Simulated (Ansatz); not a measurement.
**AlBFGaH₇NSi: one species, many methods**

One table from this session's results is given with a row withheld; the runs are named, their logs left out.

Computed with Ansatz 0.2.0, Gaussian basis. Level: functionals in def2-TZVPP, the program's frozen cores in correlated methods.

Levels to be run: LDA (SPW92), PBE-D4, revPBE-D4, BLYP-D4, r2SCAN-D4, B97M-V, PBE0-D4, B3LYP-D4, r2SCANh-D4, r2SCAN0-D4, HSE06-D4, BHLYP-D4, CAM-B3LYP-D4, LC-ωPBE, ωB97X-V, ωB97M-V, B2PLYP, PBE-QIDH; CCSD(T)/def2-SVP; CCSD(T)/def2-TZVPP; MP2/def2-QZVPP; extrapolation to the limit; RPA on PBE.

**The geometry**

An earlier PBE0-D4 in a triple-zeta def2 set relaxation fixed the geometry.

SMILES `B[N]([SiH3])[Al]([F])[GaH2]`, 13 atoms, charge 0, spin multiplicity 1.

Atoms are counted from 1 here; the program's logs count them from 0.

Bond lengths: B1–N2 1.416 Å, B1–H7 1.205 Å, B1–H8 1.198 Å, N2–Si3 1.734 Å, N2–Al4 1.826 Å, Si3–H9 1.523 Å, Si3–H10 1.482 Å, Si3–H11 1.482 Å, Al4–F5 1.648 Å, Al4–Ga6 2.486 Å, Ga6–H12 1.573 Å, Ga6–H13 1.572 Å. Angles: N2–B1–H7 120.0°, N2–B1–H8 120.1°, H7–B1–H8 119.9°, B1–N2–Si3 119.1°, B1–N2–Al4 125.6°, Si3–N2–Al4 115.3°, N2–Si3–H9 107.2°, N2–Si3–H10 113.4°, N2–Si3–H11 113.4°, H9–Si3–H10 105.6°, H9–Si3–H11 105.6°, H10–Si3–H11 111.0°, N2–Al4–F5 118.0°, N2–Al4–Ga6 105.9°, F5–Al4–Ga6 136.1°, Al4–Ga6–H12 120.9°, Al4–Ga6–H13 121.0°, H12–Ga6–H13 118.1°.

The first run:

File in.yaml:

```yaml
crystal:
  periodic: [false, false, false]
  atoms:
    - {symbol: B, position_ang: [0.099265, -2.164904, -0.897597]}
    - {symbol: N, position_ang: [-0.019515, -0.846266, -0.395838]}
    - {symbol: Si, position_ang: [1.141154, -0.274981, 0.758212]}
    - {symbol: Al, position_ang: [-1.316072, 0.353165, -0.858109]}
    - {symbol: F, position_ang: [-2.454570, -0.121153, -1.951305]}
    - {symbol: Ga, position_ang: [-0.832350, 2.415481, 0.443812]}
    - {symbol: H, position_ang: [0.998076, -2.874113, -0.521950]}
    - {symbol: H, position_ang: [-0.693478, -2.577034, -1.696042]}
    - {symbol: H, position_ang: [0.756774, 1.155886, 1.112430]}
    - {symbol: H, position_ang: [2.518400, -0.195169, 0.217431]}
    - {symbol: H, position_ang: [1.116562, -1.022976, 2.037032]}
    - {symbol: H, position_ang: [0.121983, 3.526580, -0.128460]}
    - {symbol: H, position_ang: [-1.436230, 2.625483, 1.880393]}
basis:
  gaussian: {orbitals: def2-TZVPP}
hamiltonian: {xc: lda}
output: {orbitals: {seedname: orbitals}}
```

Started as:

```console
$ ansatz run in.yaml --threads 2 --pin off --events-out ev --progress --plain --max-ram 32768MiB --backend cuda --devices 0, --max-vram 18GiB
```

Steps of the session up to this table: LDA; PBE-D4 (GGA); revPBE-D4 (GGA); BLYP-D4 (GGA); r2SCAN-D4 (meta-GGA); B97M-V (meta-GGA); PBE0-D4 (hybrid); B3LYP-D4 (hybrid); r2SCANh-D4 (hybrid); r2SCAN0-D4 (hybrid); HSE06-D4 (hybrid); BHLYP-D4 (hybrid); CAM-B3LYP-D4 (range-separated); LC-ωPBE (range-separated); ωB97X-V (range-separated); ωB97M-V (range-separated); B2PLYP (double hybrid); PBE-QIDH (double hybrid).

One of the session's tables, all rows but one given; the rest of the session is left out.

It belongs to the step «Orbital energies across the functionals». 

| functional | HOMO (eV) | LUMO (eV) | gap (eV) |
| --- | --- | --- | --- |
| LDA (SPW92) | -6.46 | -2.85 | 3.60 |
| PBE-D4 | -6.34 | -2.57 | 3.77 |
| revPBE-D4 | -6.28 | -2.45 | 3.83 |
| BLYP-D4 | -6.20 | -2.41 | 3.78 |
| r2SCAN-D4 | ? | ? | ? |
| B97M-V | -6.64 | -2.43 | 4.22 |
| PBE0-D4 | -7.38 | -1.76 | 5.62 |
| B3LYP-D4 | -7.19 | -1.94 | 5.26 |
| r2SCANh-D4 | -6.94 | -2.03 | 4.91 |
| r2SCAN0-D4 | -7.52 | -1.62 | 5.91 |
| HSE06-D4 | -6.99 | -2.13 | 4.86 |
| BHLYP-D4 | -8.32 | -0.87 | 7.45 |
| CAM-B3LYP-D4 | -8.62 | -0.76 | 7.87 |
| LC-ωPBE | -9.88 | 0.31 | 10.19 |
| ωB97X-V | -9.58 | 0.22 | 9.80 |
| ωB97M-V | -9.39 | 0.00 | 9.38 |

Estimate the missing values for r2SCAN-D4.

Worked estimate for «HOMO (eV)». Against the share of exact exchange, r2SCANh-D4 (0.1, -6.94), r2SCAN0-D4 (0.25, -7.52) give a slope of -3.87 per unit share; at 0 the line stands at -6.55.

**Answer.** HOMO (eV): -6.56; LUMO (eV): -2.32; gap (eV): 4.24. In «HOMO (eV)» the line misses by +0.01.
